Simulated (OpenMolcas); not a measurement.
# Nb⁴⁺: CASSCF terms and fine-structure levels

Which level of Nb⁴⁺ lies lowest, and where do the others fall? The reference wave functions come first, then spin-orbit coupling.

Method: state-averaged CASSCF, spin-orbit coupling by RASSI with atomic mean-field integrals. Code: OpenMolcas 26.06.

4 further runs of the same task are left out: 1 that didn't finish, 3 set aside as unsound or not needed.

## (1) The system

```
Species                           : Nb⁴⁺ (niobium, Z = 41, 37 electrons)
Basis                             : ANO-RCC-VDZ [6s5p3d], 36 functions
Scalar Hamiltonian                : DKH4, point nucleus
Inactive shells                   : 1s 2s 2p 3s 3p 3d 4s 4p
Active space                      : 1 electron in 5 orbitals (4d)
Some configurations of this space : 4d
Orbitals                          : optimised for each spin and parity, averaged over all roots
```

The outer shells:

4d
```
4d [↑ ][  ][  ][  ][  ]
```

Each step is its own input file, run in one work folder so that later steps find the files of earlier ones. Labels, J, g values, rates, χT and fits are worked out afterwards by a script from the matrices that RASSI stores.

## (2) GATEWAY and SEWARD: basis and integrals

a.inp

```
&GATEWAY
Coord
1

Nb 0.0 0.0 0.0
Basis=ANO-RCC-VDZ
Group=XYZ
NoMove
AngMom=0.0 0.0 0.0
AMFI
&SEWARD
Relativistic=R04O02
```

Command:

```
$ OMP_NUM_THREADS=1 MOLCAS_MEM=2252 MOLCAS_PROJECT=a pymolcas a.inp > a.log
```

Standard output:

```text
Basis set label: NB.ANO-RCC...6S5P3D.

      Electronic valence basis set:
      ------------------
      Associated Effective Charge  41.000000 au
      Associated Actual Charge     41.000000 au
      Nuclear Model: Point charge

      Shell  nPrim  nBasis  Cartesian Spherical Contaminant
         s      21       6        X
         p      18       5        X
         d      13       3                 X
Relativistic=R04O02
                  Relativistic Douglas-Kroll-Hess integrals:
                    - DKH order of Hamiltonian: 4
                    - DKH order of Properties : 2
```

## (3) A faulty input for the next step

a.inp

```
&RASSCF
FileOrb=start.orb
Symmetry=1
Spin=2
nActEl=1 0 0
Inactive=9 9
Ras2=5 0
CIRoot=10 10 1
SDav=5
CIMx=300
Iter=100 100
PrWF=0.3
OrbListing=Nothing
MaxOrb=0
Atom
>>> COPY $Project.JobIph JOB001
```

It stopped with:

```text
--- RASSCF ---
Wave function specifications:
      -----------------------------

      Number of closed shell electrons          36
      Number of electrons in active shells       1
      Max number of holes in RAS1 space          0
      Max nr of electrons in RAS3 space          0
      Number of inactive orbitals               18
      Number of active orbitals                  5
      Number of secondary orbitals              13
      Spin quantum number                      0.5
      State symmetry                             1
Orbital specifications:
      -----------------------

      Symmetry species                           1   2
                                                ag  au
      Frozen orbitals                            0   0
      Inactive orbitals                          9   9
      Active orbitals                            5   0
      RAS1 orbitals                              0   0
      RAS2 orbitals                              5   0
      RAS3 orbitals                              0   0
      Secondary orbitals                         7   6
      Deleted orbitals                           0   0
      Number of basis functions                 21  15
      Number of CSFs                             5
      Number of root(s) required                10
 ************ ERROR ***********
  You can't ask for more roots
  than there are configurations
 ******************************
--- Stop Module: rasscf at  /rc=_RC_INPUT_ERROR_ ---
.####################.
.# User input error #.
.####################.
```

The cause: CIRoot asks for more roots than the active space has configuration state functions. The step is run again with the setting put right.

## (4) CASSCF: doublets of even parity, 5 roots

a.inp

```
&RASSCF
FileOrb=start.orb
Symmetry=1
Spin=2
nActEl=1 0 0
Inactive=9 9
Ras2=5 0
CIRoot=5 5 1
SDav=5
CIMx=300
Iter=120 100
PrWF=0.3
OrbListing=Nothing
MaxOrb=0
Atom
>>> COPY $Project.JobIph JOB001
```

Command:

```
$ OMP_NUM_THREADS=1 MOLCAS_MEM=2252 MOLCAS_PROJECT=a pymolcas a.inp > a.log
```

start.orb holds the contracted functions of the basis, ordered by shell, or the orbitals of the step before.

Standard output (excerpt; [...] marks lines left out):

```text
[...]
      Number of active orbitals                  5
[...]
      Spin quantum number                      0.5
[...]
      Active orbitals                            5   0
[...]
      Number of CSFs                             5
      Number of root(s) required                 5
[...]
      Convergence after  7 iterations
[...]
      Natural orbitals and occupation numbers for root  1
      sym 1:   0.000000   1.000000   0.000000   0.000000   0.000000
      Natural orbitals and occupation numbers for root  2
      sym 1:  -0.000000  -0.000000   1.000000   0.000000   0.000000
      Natural orbitals and occupation numbers for root  3
      sym 1:   1.000000   0.000000   0.000000   0.000000   0.000000
::    RASSCF root number  1 Total energy:  -3814.32386420
::    RASSCF root number  2 Total energy:  -3814.32386420
::    RASSCF root number  3 Total energy:  -3814.32386420
::    RASSCF root number  4 Total energy:  -3814.32386420
::    RASSCF root number  5 Total energy:  -3814.32386420
```

## (5) RASSI: spin-orbit coupling between the states

a.inp

```
&RASSI
NrOfJobIphs=1 5
1 2 3 4 5
IphNames
JOB001
EJob
SpinOrbit
DIPRint=1.0
SOCoupling=1000.0
Subsets=2
MEES
Property=10
'ANGMOM' 1 'ANGMOM' 2 'ANGMOM' 3 'MLTPL  1' 1 'MLTPL  1' 2 'MLTPL  1' 3
'AMFI' 1 'AMFI' 2 'AMFI' 3 'MLTPL  2' 6
SOProperty=3
'ANGMOM' 1 'ANGMOM' 2 'ANGMOM' 3
```

Command:

```
$ OMP_NUM_THREADS=1 MOLCAS_MEM=2252 MOLCAS_PROJECT=a pymolcas a.inp > a.log
```

Standard output (excerpt; [...] marks lines left out):

```text
SPIN-FREE ENERGIES:
  (Shifted by EMIN (a.u.) =      -3814.3238641970)
 SF State       Relative EMIN(au)   Rel lowest level(eV)    D:o, cm**(-1)      L_eff
     1             0.0000000000        0.0000000000              0.0000         2.0
     2             0.0000000000        0.0000000000              0.0000         2.0
     3             0.0000000000        0.0000000000              0.0000         2.0
     4             0.0000000000        0.0000000000              0.0000         2.0
     5             0.0000000000        0.0000000000              0.0000         2.0
     Dipole printing threshold changed to   1.00000000E+00
Eigenvalues of complex Hamiltonian:
   -----------------------------------
  (Shifted by EMIN (a.u.) =      -3814.3238641970)
 SO State       Relative EMIN(au)   Rel lowest level(eV)    D:o, cm**(-1)     J-value
     1            -0.0049825699        0.0000000000              0.0000         1.1
     2            -0.0049825699        0.0000000000              0.0000         1.1
     3            -0.0049825699        0.0000000000              0.0000         1.1
     4            -0.0049825699        0.0000000000              0.0000         1.3
     5             0.0033217133        0.2259710565           1822.5795         1.4
     6             0.0033217133        0.2259710565           1822.5795         2.4
     7             0.0033217133        0.2259710565           1822.5795         1.4
     8             0.0033217133        0.2259710565           1822.5795         2.1
     9             0.0033217133        0.2259710565           1822.5795         2.1
    10             0.0033217133        0.2259710565           1822.5795         2.3
Weights of the five most important spin-orbit-free states for each spin-orbit state.
[...]
```

These steps took 1.4 s in all on 1 thread, shared host.

Spin-free terms, from the roots grouped by L:

| configuration | term | E (eV) |
| --- | --- | --- |
| 4d | ²D | 0.0000 |

Fine-structure levels, from the RASSI matrices grouped by J:

```
Configuration  Term    J  E (eV)      g  Leading %
           4d    ²D  3/2  0.0000  0.800        100
           4d    ²D  5/2  0.2260  1.200        100
```

## (6) Outcome

| quantity | value |
| --- | --- |
| method | CASSCF |
| lowest level | 4d ²D_3/2, 100 % of that term, g = 0.800 |
| ground level listed by NIST | 2D3/2 |
| first excited level | 4d ²D_5/2 at 0.2260 eV |
| spin-orbit lowering of the lowest level | 0.1356 eV |

What this shows: The multiplet ²D is regular. Only the configurations of the active space and the roots asked for are present. The basis is small and contracted for the neutral atom, so it is rough for this charge. Only valence configurations of the active space appear, up to the ionisation limit; * or ° marks odd parity.
